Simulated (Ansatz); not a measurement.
# C₂H₄OSi: small, medium and large basis sets

One table from this session's results is given with a row withheld; the runs are named, their logs left out.

Program: Ansatz 0.2.0, Gaussian basis. Level of theory: one geometry, several basis sets. These are calculated values, not measurements.

Plan: PBE0-D4/def2-SVP; ωB97M-V/def2-SVP; PBE0-D4/def2-QZVPP; ωB97M-V/def2-QZVPP; the functionals' def2-TZVPP values are taken from earlier runs.

## Structure used throughout

An earlier PBE0-D4 in a triple-zeta def2 set relaxation fixed the geometry.

SMILES `[SiH3]C1=CO1`, 8 atoms, charge 0, spin multiplicity 1.

Atoms are counted from 1 here; the program's logs count them from 0.

Bond lengths: Si1–C2 1.813 Å, Si1–H5 1.484 Å, Si1–H6 1.484 Å, Si1–H7 1.485 Å, C2–C3 1.293 Å, C2–O4 1.753 Å, C3–O4 1.318 Å, C3–H8 1.083 Å. Angles: C2–Si1–H5 110.6°, C2–Si1–H6 110.7°, C2–Si1–H7 105.1°, H5–Si1–H6 109.5°, H5–Si1–H7 110.4°, H6–Si1–H7 110.4°, Si1–C2–C3 174.7°, Si1–C2–O4 126.3°, C3–C2–O4 48.4°, C2–C3–O4 84.4°, C2–C3–H8 145.6°, O4–C3–H8 130.0°, C2–O4–C3 47.2°.

The first run:

in.yaml

```yaml
crystal:
  periodic: [false, false, false]
  atoms:
    - {symbol: Si, position_ang: [-0.218303, 1.192347, -0.463291]}
    - {symbol: C, position_ang: [0.277902, -0.431923, 0.171325]}
    - {symbol: C, position_ang: [0.516541, -1.619780, 0.622905]}
    - {symbol: O, position_ang: [-0.792007, -1.763058, 0.567968]}
    - {symbol: H, position_ang: [-0.917934, 1.054308, -1.764492]}
    - {symbol: H, position_ang: [-1.104560, 1.884064, 0.505056]}
    - {symbol: H, position_ang: [1.049542, 1.945754, -0.634414]}
    - {symbol: H, position_ang: [1.281019, -2.318714, 0.939343]}
basis:
  gaussian: {orbitals: def2-SVP}
hamiltonian: {xc: pbe0, dispersion: d4}
output: {orbitals: {seedname: orbitals}}
```

Command:

```
> ansatz run in.yaml --threads 2 --pin off --events-out ev --progress --plain --max-ram 4352MiB
```

Among the steps run: PBE0-D4 in def2-SVP; ωB97M-V in def2-SVP; PBE0-D4 in def2-QZVPP; ωB97M-V in def2-QZVPP.

One of the session's tables, all rows but one given; the rest of the session is left out.

It belongs to the step «Density functionals: the series». 

| functional | basis | HOMO (eV) |
| --- | --- | --- |
| PBE0-D4 | def2-SVP | -6.17 |
| PBE0-D4 | def2-TZVPP | -6.30 |
| PBE0-D4 | def2-QZVPP | ? |
| ωB97M-V | def2-SVP | -8.42 |
| ωB97M-V | def2-TZVPP | -8.57 |
| ωB97M-V | def2-QZVPP | -8.61 |

**Question.** Estimate the row for PBE0-D4, def2-QZVPP.

The run gave: HOMO (eV): -6.35. In the column «HOMO (eV)» it lies between ωB97M-V, def2-SVP (-8.42) and PBE0-D4, def2-TZVPP (-6.30).
